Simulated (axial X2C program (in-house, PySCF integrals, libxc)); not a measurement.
# Linear OSeO at several levels

The task here is to estimate one member of a computed series from the others.

Computed with an in-house X2C program for linear molecules on PySCF integrals. Level: all-electron X2C, two-component (2c) or spin-free, O dyall-av3z, Se dyall-v3z.

All values are calculated.

2 further runs of the same task are left out: 2 set aside as unsound or not needed.

The first run:

Contents of task.json:

```json
{
 "zs": [
  8,
  34,
  8
 ],
 "q": 0,
 "bas": [
  "dyall-av3z",
  "dyall-v3z",
  "dyall-av3z"
 ],
 "r0": [
  1.64,
  1.64
 ],
 "symm": 1,
 "scan": [
  "PBE0",
  "HF",
  "r2SCAN"
 ],
 "levels": [
  "PBE0",
  "HF",
  "BHandHLYP"
 ],
 "nst": 2
}
```

Keys: zs atomic numbers; q charge; bas basis sets; r0 starting distance in Å; symm equal bonds; scan levels of the two-bond scan; levels methods; nst determinants followed.

On the command line:

```bash
python solin.py task.json out
```

Masses O 15.995, Se 79.917, O 15.995 u.

Steps of the session up to this table: Scan at PBE0, 2c; Scan at r2SCAN, 2c; Scan at PBE0, spin-free.

One of the session's tables, all rows but one given; the rest of the session is left out.

| level | lower stretch (cm⁻¹) | upper stretch (cm⁻¹) |
| --- | --- | --- |
| PBE0, 2c | 839.0 | 879.5 |
| r2SCAN, 2c | ? | ? |
| PBE0, spin-free | 839.4 | 879.7 |
| r2SCAN, spin-free | 788.6 | 828.8 |

**Question.** Estimate the row for r2SCAN, 2c.

**Answer.** lower stretch (cm⁻¹): 788.2; upper stretch (cm⁻¹): 828.9. In the column «lower stretch (cm⁻¹)» it is the lowest.

Scans not shown above were run alike.

The molecule was held linear; bending was not examined, so a bent shape may lie lower.
